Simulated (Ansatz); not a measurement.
# C3H6Se, SMILES CC(C)=[Se]: an atomisation energy

Program: Ansatz 0.2.0, Python API.

`c3h6se.py`:
```python
"""Atomisation energy of C3H6Se at the given geometry."""

from collections import Counter
import logging
import sys

import ansatz as az

logging.basicConfig(stream=sys.stdout, format="%(levelname)s %(message)s")
logger = logging.getLogger("calc")
logger.setLevel(logging.INFO)


def energy(molecule, charge=0, unpaired=0):
    calc = molecule.calculation().basis(gaussian="def2-SVPD").functional("B3LYP")
    if charge:
        calc = calc.charge(charge)
    if unpaired:
        calc = calc.spin("collinear", total=unpaired)
    return calc.run(threads=1).report["free_energy_ev"]


def main() -> None:
    geometry_ang = [
        ("C", (0.024, 1.3815, -0.5665)),
        ("C", (-0.5191, 0.0351, -0.3313)),
        ("C", (0.2143, -0.9279, 0.5021)),
        ("Se", (-1.2985, -2.3755, 0.0988)),
        ("H", (-0.7843, 1.9791, -1.1762)),
        ("H", (0.1498, 1.9591, 0.3871)),
        ("H", (0.949, 1.3931, -1.1527)),
        ("H", (-0.3448, -1.224, 1.3672)),
        ("H", (0.5086, -1.805, -0.0483)),
        ("H", (1.184, -0.4668, 0.9228)),
    ]
    molecule = az.Crystal.molecule()
    for symbol, xyz in geometry_ang:
        molecule = molecule.atom(symbol, xyz)

    # unpaired electrons of the ground-state atoms
    unpaired = {"C": 2, "Se": 2, "H": 1}
    counts = Counter(site.symbol for site in molecule.cartesian_sites)
    atom_energy = {s: energy(az.Crystal.molecule().atom(s, (0, 0, 0)), 0, unpaired[s]) for s in counts}
    whole = energy(molecule, 0, 0)
    for s, e in atom_energy.items():
        logger.info(f"{s:2s} x{counts[s]}  {e:14.5f} eV")
    logger.info(f"C3H6Se: {whole:.5f} eV")
    split = sum(counts[s] * e for s, e in atom_energy.items()) - whole
    logger.info(f"atomisation energy (no zero-point term): {96.485332 * split:.1f} kJ/mol, {split / sum(counts.values()):.3f} eV an atom")


if __name__ == "__main__":
    main()
```

```console
$ python c3h6se.py
INFO C  x3     -1028.99694 eV
INFO Se x1    -65340.90186 eV
INFO H  x6       -13.63995 eV
INFO C3H6Se: -68541.58282 eV
INFO atomisation energy (no zero-point term): 3073.1 kJ/mol, 3.185 eV an atom
```

3073.1 kJ/mol from the electronic energies, without the zero-point term.

Reading the output:
- Total energies depend on the basis set; only differences at equal settings carry meaning.
- The geometry is a force-field or estimated start, not a minimum of this method, and the basis set is short of its limit. All parts are taken at fixed geometry, without zero-point energy.
- b3lyp holds the VWN-RPA fit, as in Gaussian; the form of ORCA and Turbomole is b3lyp5.
- The spin-orbit lowering of heavy atoms is left out.
- Wall time of the script: 11 s on 1 thread of Arm Neoverse V1 (shared host), peak memory 0.35 GiB.
